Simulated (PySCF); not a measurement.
**ReOCl₂: doublet, from a PBE minimum start**

The task is one start of a wider search on ReOCl₂: the doublet, from a PBE minimum start. It is relaxed, tested by its Hessian and followed downhill if it is a saddle.

Method: PBE, basis Re def2-SVP with ECP60, O def2-SVP, Cl def2-SVP, scalar-relativistic core potentials, no spin–orbit coupling, density fitting; program: PySCF 2.14.0.

**1. The system as given**

4 atoms, charge 0, spin multiplicity 2.

Bond lengths: Re1–O2 1.669 Å, Re1–Cl3 2.239 Å, Re1–Cl4 2.239 Å. Angles: O2–Re1–Cl3 118.8°, O2–Re1–Cl4 118.8°, Cl3–Re1–Cl4 122.4°.

```xyz
4
charge 0 multiplicity 2
Re   -0.1474    0.0000   -0.1008
O    -1.5251    0.0000   -1.0425
Cl   -0.3637    0.0000    2.1280
Cl    1.8507    0.0000   -1.1115
```

**2. The SCF at the typed geometry**

One driver script runs all steps and calls PySCF; scf.py shows how it sets up the SCF of each step. The optimiser is the driver's own. After this first run the driver tries any further starts and a stability analysis.

scf.py reads:

```python
from pyscf import gto, scf, dft
mol = gto.M(atom='''
Re    -0.147397     0.000000    -0.100755
O     -1.525053     0.000000    -1.042470
Cl    -0.363707    -0.000000     2.127964
Cl     1.850685    -0.000000    -1.111521''',
    basis={'Re': 'def2-SVP', 'O': 'def2-SVP', 'Cl': 'def2-SVP'},
    ecp={'Re': 'def2-SVP'},
    charge=0, spin=1)
mf = dft.UKS(mol, xc='PBE')
mf.grids.atom_grid = (50, 194)
aux = {'Re': 'def2-universal-JKFIT', 'O': 'def2-universal-JKFIT', 'Cl': 'def2-universal-JKFIT'}
mf = mf.density_fit(auxbasis=aux)
mf.conv_tol = 1e-08
mf.diis_space = 10
mf.max_cycle = 60
mf.init_guess = 'minao'
mf.verbose = 4
mf.kernel()
```

On the command line:

```sh
$ OMP_NUM_THREADS=2 python axn.py task.json out
```

Log:

```text
init E= -1061.26538573814
[... the frontier-level lines of each cycle are left out ...]
cycle= 1 E= -1073.05811285608  delta_E= -11.8  |g|= 0.698  |ddm|= 5.53
cycle= 2 E= -1068.2134764141  delta_E= 4.84  |g|= 2.88  |ddm|= 2.51
cycle= 3 E= -1073.17384643073  delta_E= -4.96  |g|= 0.421  |ddm|= 2.32
cycle= 4 E= -1073.15031558021  delta_E= 0.0235  |g|= 0.452  |ddm|= 0.871
cycle= 5 E= -1073.26048437812  delta_E= -0.11  |g|= 0.118  |ddm|= 0.562
cycle= 6 E= -1073.26721967221  delta_E= -0.00674  |g|= 0.0223  |ddm|= 0.141
cycle= 7 E= -1073.26731794032  delta_E= -9.83e-05  |g|= 0.0157  |ddm|= 0.0122
cycle= 8 E= -1073.26738638212  delta_E= -6.84e-05  |g|= 0.00922  |ddm|= 0.00511
cycle= 9 E= -1073.2674195872  delta_E= -3.32e-05  |g|= 0.00217  |ddm|= 0.00534
cycle= 10 E= -1073.26742143314  delta_E= -1.85e-06  |g|= 0.000158  |ddm|= 0.00153
cycle= 11 E= -1073.26742144725  delta_E= -1.41e-08  |g|= 8.06e-05  |ddm|= 0.000296
cycle= 12 E= -1073.26742145109  delta_E= -3.85e-09  |g|= 1.56e-05  |ddm|= 9.53e-05
Extra cycle  E= -1073.26742145038  delta_E= 7.1e-10  |g|= 4.26e-05  |ddm|= 6.7e-05
converged SCF energy = -1073.26742145038  <S^2> = 0.7565364  2S+1 = 2.0065258
```

This step, with its further starts and checks, took 29 s on 2 threads of Arm Neoverse N1, shared host.

The starts that the driver tried:

| start | energy (Eh) |
| --- | --- |
| the minimal-basis guess | -1073.267421 |
| a thermally smeared density | -1073.267421 |
| a smeared PBE density | -1073.267421 |

No lower solution of this spin turned up from the other starts or in the test of internal stability.

**3. Relaxing the doublet from the PBE minimum start**

The program finds C2v symmetry in the start, which this walk keeps. The walk stops when the largest gradient is under 0.0003 Eh/bohr and the energy has settled too.

scf.py: that of step 2 with these lines changed.

```diff
@@ -3,4 +3,4 @@
-Re    -0.147397     0.000000    -0.100755
-O     -1.525053     0.000000    -1.042470
-Cl    -0.363707    -0.000000     2.127964
-Cl     1.850685    -0.000000    -1.111521''',
+Re    -0.147573     0.000000    -0.100876
+O     -1.525229     0.000000    -1.042590
+Cl    -0.363883     0.000000     2.127844
+Cl     1.850509     0.000000    -1.111641''',
@@ -17 +16,0 @@
-mf.init_guess = 'minao'
```

Energy and gradient, step by step:

| step | energy (Eh) | change (kJ/mol) | largest symmetric gradient (Eh/bohr) |
| --- | --- | --- | --- |
| 0 | -1073.267421 | 0.00 | 0.00008 |

The walk took 3 s.

Geometry (Å) and forces (eV/Å) at some steps:

```
step 0
Re  -0.148   0.000  -0.101   0.006   0.000  -0.004
O   -1.525   0.000  -1.043  -0.007   0.000   0.001
Cl  -0.364   0.000   2.128  -0.004   0.000   0.001
Cl   1.851   0.000  -1.112   0.005   0.000   0.002
```

After 0 steps and 0.0 kJ/mol it ends at C2v: Re–Cl 2.239 Å (×2), Re–O 1.669 Å; Cl–Re–Cl 122.4°, Cl–Re–O 118.8° (×2).

**4. Vibrations and properties at this point**

The point is checked on the finer grid, and tightened if its gradient asks for it. The Hessian and the dipole derivatives come from central differences of analytic gradients, with steps of 0.02 bohr.

scf.py: that of step 3 with these lines changed.

```diff
@@ -3,4 +3,4 @@
-Re    -0.147573     0.000000    -0.100876
-O     -1.525229     0.000000    -1.042590
-Cl    -0.363883     0.000000     2.127844
-Cl     1.850509     0.000000    -1.111641''',
+Re    -0.146080     0.000000    -0.099855
+O     -1.523670     0.000000    -1.041524
+Cl    -0.366645     0.000000     2.128607
+Cl     1.850217     0.000000    -1.114492''',
@@ -11 +11 @@
-mf.grids.atom_grid = (50, 194)
+mf.grids.atom_grid = (75, 302)
@@ -14 +14 @@
-mf.conv_tol = 1e-08
+mf.conv_tol = 1e-10
```

The driver hands on the density of the step before, so the log starts near convergence.

SCF at the final geometry:

```text
init E= -1073.26735782159
[... the frontier-level lines of each cycle are left out ...]
cycle= 1 E= -1073.26735782142  delta_E= 1.7e-10  |g|= 2.01e-05  |ddm|= 2.04e-05
cycle= 2 E= -1073.26735781781  delta_E= 3.61e-09  |g|= 9.56e-05  |ddm|= 8.2e-05
cycle= 3 E= -1073.26735782153  delta_E= -3.72e-09  |g|= 1.13e-05  |ddm|= 6.48e-05
cycle= 4 E= -1073.2673578216  delta_E= -6.78e-11  |g|= 6.69e-07  |ddm|= 1.2e-05
Extra cycle  E= -1073.26735782159  delta_E= 3.41e-12  |g|= 1.67e-06  |ddm|= 3.31e-06
converged SCF energy = -1073.26735782159  <S^2> = 0.75651169  2S+1 = 2.0065011
```

The whole step took 85 s.

Geometry: C2v; Re–Cl 2.239 Å (×2), Re–O 1.669 Å; Cl–Re–Cl 122.6°, Cl–Re–O 118.7° (×2).

Modes, for the most abundant isotopes:

```tsv
symmetry	ω (cm⁻¹)	IR (km/mol)	μ (u)
a1	104	0.1	39.28
b1	142	0.2	25.94
b2	186	1.2	18.43
a1	401	11.7	37.10
b2	418	61.4	43.27
a1	1053	96.2	17.24
```

All wavenumbers are real: a minimum.

Properties at this point:

* Dipole moment: 0.67 D
* Highest occupied level: -5.62 eV
* Lowest empty level: -4.61 eV
* Rotational constants: 0.1443, 0.06248, 0.0436 cm⁻¹
* Zero-point energy: 13.8 kJ/mol
* Principal polarisabilities: 48.4, 58.3, 76.5 bohr³
* Atomisation energy without zero-point energy: 1465 kJ/mol
* Principal traceless quadrupole moments about the centre of mass: -1.28, -0.63, 1.91 D Å
* Entropy at 298.15 K and 1 bar (electronic part: spin only): 338.5 J/(mol K)
* Heat capacity Cp at 298.15 K: 70.7 J/(mol K)
* Enthalpy at 298.15 K above 0 K: 16.74 kJ/mol
* Rotational symmetry number: 2
* Spin squared ⟨S²⟩: 0.757

Populations by atom (charges in e):

| atom | Mulliken | Löwdin | polar tensor | spin (Mulliken) | Mayer order to Re1 |
| --- | --- | --- | --- | --- | --- |
| Re1 | 0.48 | -0.43 | 1.18 | 0.92 | – |
| O2 | -0.18 | 0.03 | -0.50 | -0.07 | 2.29 |
| Cl3,4 | -0.15 | 0.20 | -0.34 | 0.08 | 1.27 |

Outer orbital energies (eV). α occupied: -10.85, -9.61, -9.49, -9.01, -9.00, -8.74, -5.94, -5.86; empty: -4.41, -3.33, -3.27, -0.39. β occupied: -11.03, -10.80, -9.48, -9.19, -8.99, -8.84, -8.72, -5.62; empty: -4.61, -4.12, -3.04, -2.96.

Mulliken populations on Re1 (outside its core potential): s 2.87, p 6.32, d 5.24, f 0.09.

**5. Results**

| quantity | value |
| --- | --- |
| minimum | doublet, C2v |
| geometry | Re–Cl 2.239 Å (×2), Re–O 1.669 Å; Cl–Re–Cl 122.6°, Cl–Re–O 118.7° (×2) |
| wavenumbers (cm⁻¹) | 104 (a1), 142 (b1), 186 (b2), 401 (a1), 418 (b2), 1053 (a1) |
| dipole moment | 0.67 D |
| highest occupied, lowest empty level (either spin) | -5.62, -4.61 eV |
| polar-tensor charge of Re1 | +1.18 e |
| zero-point energy | 13.8 kJ/mol |
| entropy at 298.15 K | 338.5 J/(mol K) |
| atomisation energy (no zero-point energy) | 1465 kJ/mol |
| ⟨S²⟩ | 0.757 |

**Reading.** The molecule stays C2v, as typed, and the end point is a minimum. In the infrared the band at 1053 cm⁻¹ (a1, stretch) leads. Most of the spin sits on Re1 (Mulliken spin 0.92, against 1 for the whole molecule). Other starts or spin states, not run here, may lie lower. Open d and f shells are described by one determinant, and the ground state may have another occupation or spin. Spin–orbit coupling, left out here, can matter for elements this heavy.

The search up to here took 1.9 min.
